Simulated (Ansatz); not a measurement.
# C2H4CuNO: a ladder of functionals and wavefunction methods

How much do the methods differ for C2H4CuNO? The plan is to run it at one geometry with functionals of several rungs and with coupled cluster, and see how far each lands from CCSD(T) at the basis-set limit for the atomisation energy.

Method: functionals in def2-TZVPP, the program's frozen cores in correlated methods; program: Ansatz 0.2.0, Gaussian basis.

The runs, in order: LDA (SPW92), PBE-D4, revPBE-D4, BLYP-D4, r2SCAN-D4, B97M-V, PBE0-D4, B3LYP-D4, r2SCANh-D4, r2SCAN0-D4, HSE06-D4, BHLYP-D4, CAM-B3LYP-D4, LC-ωPBE, ωB97X-V, ωB97M-V, B2PLYP, PBE-QIDH; CCSD(T)/def2-SVP; CCSD(T)/def2-TZVPP; MP2/def2-QZVPP; extrapolation to the limit; RPA on PBE.

### Step 1. Structure used throughout

An earlier PBE0-D4 in a triple-zeta def2 set relaxation fixed the geometry.

SMILES `CC#[N+][Cu-][OH]`, 9 atoms, charge 0, spin multiplicity 1.

Atoms are counted from 1 here; the program's logs count them from 0.

Bond lengths: C1–C2 1.443 Å, C1–H6 1.091 Å, C1–H7 1.091 Å, C1–H8 1.091 Å, C2–N3 1.147 Å, N3–Cu4 1.814 Å, Cu4–O5 1.780 Å, O5–H9 0.958 Å. Angles: C2–C1–H6 109.9°, C2–C1–H7 109.8°, C2–C1–H8 109.9°, H6–C1–H7 109.1°, H6–C1–H8 109.1°, H7–C1–H8 109.0°, C1–C2–N3 180.0°, C2–N3–Cu4 179.7°, N3–Cu4–O5 176.2°, Cu4–O5–H9 112.6°.

### Step 2. LDA

This LDA is Slater exchange with PW92 correlation.

in.yaml

```yaml
crystal:
  periodic: [false, false, false]
  atoms:
    - {symbol: C, position_ang: [0.418493, -2.028919, 0.840774]}
    - {symbol: C, position_ang: [0.186634, -0.718238, 0.282874]}
    - {symbol: N, position_ang: [0.003075, 0.323404, -0.161134]}
    - {symbol: Cu, position_ang: [-0.280624, 1.969399, -0.867713]}
    - {symbol: O, position_ang: [-0.450847, 3.580771, -1.605538]}
    - {symbol: H, position_ang: [1.067063, -1.951860, 1.715162]}
    - {symbol: H, position_ang: [-0.530431, -2.477722, 1.139395]}
    - {symbol: H, position_ang: [0.896724, -2.669153, 0.097462]}
    - {symbol: H, position_ang: [-1.310097, 3.972327, -1.441281]}
basis:
  gaussian: {orbitals: def2-TZVPP}
hamiltonian: {xc: lda}
output: {orbitals: {seedname: orbitals}}
```

Run with:

```bash
ansatz run in.yaml --threads 4 --pin off --events-out ev --progress --plain --max-ram 10444MiB
```

After this run come: PBE-D4 (GGA); revPBE-D4 (GGA); BLYP-D4 (GGA); r2SCAN-D4 (meta-GGA); B97M-V (meta-GGA); PBE0-D4 (hybrid); B3LYP-D4 (hybrid); r2SCANh-D4 (hybrid); r2SCAN0-D4 (hybrid); HSE06-D4 (hybrid); BHLYP-D4 (hybrid); CAM-B3LYP-D4 (range-separated); LC-ωPBE (range-separated); ωB97X-V (range-separated); ωB97M-V (range-separated); B2PLYP (double hybrid); PBE-QIDH (double hybrid); CCSD(T) in def2-SVP; CCSD(T) in def2-TZVPP; MP2 in def2-QZVPP; RPA on PBE orbitals.

Q: Predict the results of all the runs planned. Wanted: atomisation energy, CCSD(T)/CBS; farthest beyond LDA; mean size of error, GGA; mean size of error, meta-GGA; mean size of error, hybrid; mean size of error, range-separated; mean size of error, double hybrid; gap, smallest and largest; T1 diagnostic.

**Answer**, as computed:

| quantity | value |
| --- | --- |
| atomisation energy, CCSD(T)/CBS | 3501.6 kJ/mol |
| functionals within 17.5 kJ/mol (0.5 %) | revPBE-D4, B97M-V, PBE0-D4, B3LYP-D4, HSE06-D4, CAM-B3LYP-D4, LC-ωPBE, ωB97X-V, ωB97M-V |
| farthest beyond LDA | BHLYP-D4 (-199.2 kJ/mol) |
| mean size of error, GGA | 65.6 kJ/mol |
| mean size of error, meta-GGA | 11.0 kJ/mol |
| mean size of error, hybrid | 62.9 kJ/mol |
| mean size of error, range-separated | 8.1 kJ/mol |
| mean size of error, double hybrid | 35.0 kJ/mol |
| gap, smallest and largest | 2.95 eV (revPBE-D4), 10.16 eV (LC-ωPBE) |
| T1 diagnostic | 0.0246 |
| triples share of the correlation energy | 4.5 % |

**Reading.** The LDA atomisation energy is off by 603.3 kJ/mol (17 %): it overbinds. PBE-D4 misses by +132.4 kJ/mol. Double hybrids carry the basis error of their MP2 part in triple zeta, and no dispersion term here, so their miss is partly the set-up's. The rungs range-separated, meta-GGA miss on average by less than the doubt on the reference (17.5 kJ/mol), so they tie. Misses under about 17.5 kJ/mol are within the doubt on the reference itself, which lacks core-valence correlation, relativity and higher excitations. Hartree-Fock recovers 66 % of the binding; the rest is correlation. CCSD(T) in def2-SVP is off by -224.0 kJ/mol, more than most functionals: a good method in a small basis is no reference. The gap grows from 3.0 to 10.2 eV across the functionals, mostly with the share of exact exchange. T1 = 0.025 passes the customary mark of 0.02 by a little. For Cu the d shell is correlated and the shells below it are frozen.
